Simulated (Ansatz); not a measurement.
# Sr2CuO3: the cost of one run

Program: Ansatz 0.2.0. Level of theory: DFT PBEsol+U, scalar-relativistic, plane waves, PAW. These are calculated values, not measurements.

## 1. The structure to begin with

The structure is orthorhombic, space group Immm (No. 71). Conventional cell: a = 3.499 Å, b = 3.914 Å, c = 12.709 Å, α = 90.00°, β = 90.00°, γ = 90.00°. Sr (site symmetry mm2) has 7 O at 2.52 to 2.63 Å as nearest neighbours. Cu (site symmetry mmm) is surrounded by 4 O at 1.96 Å. O (site symmetry mm2) has 1 Cu at 1.96 Å and 5 Sr at 2.52 to 2.63 Å as nearest neighbours. O (site symmetry mmm) has 2 Cu at 1.96 Å and 4 Sr at 2.57 Å as nearest neighbours.

Coordinates:

```
CELL_PARAMETERS angstrom
3.49900 0.00000 0.00000
0.00000 7.82800 0.00000
1.74950 1.95700 6.35450
ATOMIC_POSITIONS crystal
Sr 0.35240 0.42620 0.29520
Sr 0.35240 0.92620 0.29520
Sr 0.64760 0.07380 0.70480
Sr 0.64760 0.57380 0.70480
Cu 0.00000 0.25000 0.00000
Cu 0.00000 0.75000 0.00000
O 0.15400 0.32700 0.69200
O 0.15400 0.82700 0.69200
O 0.84600 0.17300 0.30800
O 0.84600 0.67300 0.30800
O 0.00000 0.00000 0.00000
O 0.00000 0.50000 0.00000
```

The structure rests on an entry of the Crystallography Open Database; cell or positions may have been set otherwise for this series.

## 2. Relaxing cell and atoms: Sr2CuO3, moments +−

input.yaml reads:

```yaml
crystal:
  lattice:
    - [3.499, 0.0, 0.0]
    - [0.0, 7.828, 0.0]
    - [1.7495, 1.957, 6.3545]
  atoms:
    - { symbol: Sr, position: [0.3524, 0.4262, 0.2952] }
    - { symbol: Sr, position: [0.3524, 0.9262, 0.2952] }
    - { symbol: Sr, position: [0.6476, 0.0738, 0.7048] }
    - { symbol: Sr, position: [0.6476, 0.5738, 0.7048] }
    - { symbol: Cu, position: [0.0, 0.25, 0.0], spin: 1.0 }
    - { symbol: Cu, position: [0.0, 0.75, 0.0], spin: -1.0 }
    - { symbol: O, position: [0.154, 0.327, 0.692] }
    - { symbol: O, position: [0.154, 0.827, 0.692] }
    - { symbol: O, position: [0.846, 0.173, 0.308] }
    - { symbol: O, position: [0.846, 0.673, 0.308] }
    - { symbol: O, position: [0.0, 0.0, 0.0] }
    - { symbol: O, position: [0.0, 0.5, 0.0] }
magnetization:
  spin_polarized: true
scf:
  occupations: { method: gaussian, width: 0.02 }
output:
  forces: true
  stress: true
  populations: true
  write_density: true
  write_potential: true
  elf: true
  volumetric_format: npy
hamiltonian:
  hubbard: { sites: [{ species: Cu, l: d, u_eff: 8.0 }] }
  xc: pbesol
relax:
  f_tol: 0.01
  cell: { stress_tol: 0.05 }
kpoints:
  mp_grid: { grid: [8, 4, 4] }
```

On the command line:

```console
ansatz run input.yaml --threads 4 --pin off --max-ram 12288MiB --backend cpu --events-out ev --progress --plain --runs-dir out
```

Q: Estimate wall time and peak memory on 4 threads of AMD EPYC 7R43 (Zen 3), shared host.

About 3.3 min, with a peak of 1.7 GiB.
